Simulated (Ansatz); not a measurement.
**CH₄BrNSn: basis-set convergence**

One table from this session's results is given with a row withheld; the runs are named, their logs left out.

Program: Ansatz 0.2.0, Gaussian basis. Level of theory: one geometry, several basis sets. These are calculated values, not measurements.

Levels to be run: PBE0-D4/def2-SVP; ωB97M-V/def2-SVP; PBE0-D4/def2-QZVPP; ωB97M-V/def2-QZVPP; the functionals' def2-TZVPP values are taken from earlier runs.

**Structure used throughout**

All runs share one geometry, relaxed beforehand with PBE0-D4 in a triple-zeta def2 set. Sn takes the def2 core potential; no spin-orbit term is included.

8 atoms, charge 0, spin multiplicity 1.

Atoms are counted from 1 here; the program's logs count them from 0.

Bond lengths: Br1–Sn2 2.595 Å, Sn2–N4 2.335 Å, Sn2–H5 1.778 Å, C3–N4 1.260 Å, C3–H6 1.090 Å, C3–H7 1.089 Å, N4–H8 1.019 Å. Angles: Br1–Sn2–N4 83.1°, Br1–Sn2–H5 92.9°, N4–Sn2–H5 83.9°, N4–C3–H6 122.7°, N4–C3–H7 119.2°, H6–C3–H7 118.1°, Sn2–N4–C3 132.8°, Sn2–N4–H8 110.8°, C3–N4–H8 116.0°.

Set-up of the first run:

File in.yaml:

```yaml
crystal:
  periodic: [false, false, false]
  atoms:
    - {symbol: Br, position_ang: [-2.794971, 0.827921, -0.853311]}
    - {symbol: Sn, position_ang: [-0.330329, 1.590745, -1.127355]}
    - {symbol: C, position_ang: [0.996799, -0.509252, 1.079706]}
    - {symbol: N, position_ang: [0.099408, -0.259916, 0.230443]}
    - {symbol: H, position_ang: [-0.030227, 0.447245, -2.455648]}
    - {symbol: H, position_ang: [0.992392, -1.409711, 1.693688]}
    - {symbol: H, position_ang: [1.813666, 0.197780, 1.213581]}
    - {symbol: H, position_ang: [-0.654637, -0.942010, 0.163095]}
basis:
  gaussian: {orbitals: def2-SVP}
hamiltonian: {xc: pbe0, dispersion: d4}
output: {orbitals: {seedname: orbitals}}
```

Steps of the session up to this table: PBE0-D4 in def2-SVP; ωB97M-V in def2-SVP; PBE0-D4 in def2-QZVPP; ωB97M-V in def2-QZVPP.

One of the session's tables, all rows but one given; the rest of the session is left out.

It belongs to the step «Density functionals: the series». 

```
functional       basis  HOMO (eV)  LUMO (eV)
   PBE0-D4    def2-SVP      -5.99      -2.03
   PBE0-D4  def2-TZVPP      -6.13      -2.16
   PBE0-D4  def2-QZVPP      -6.16      -2.20
   ωB97M-V    def2-SVP      -7.97       0.32
   ωB97M-V  def2-TZVPP          ?          ?
   ωB97M-V  def2-QZVPP      -8.18       0.00
```

Q: Estimate the row for ωB97M-V, def2-TZVPP from the others.

**Answer.** HOMO (eV): -8.16; LUMO (eV): 0.08. In the column «HOMO (eV)» it lies between ωB97M-V, def2-QZVPP (-8.18) and ωB97M-V, def2-SVP (-7.97).
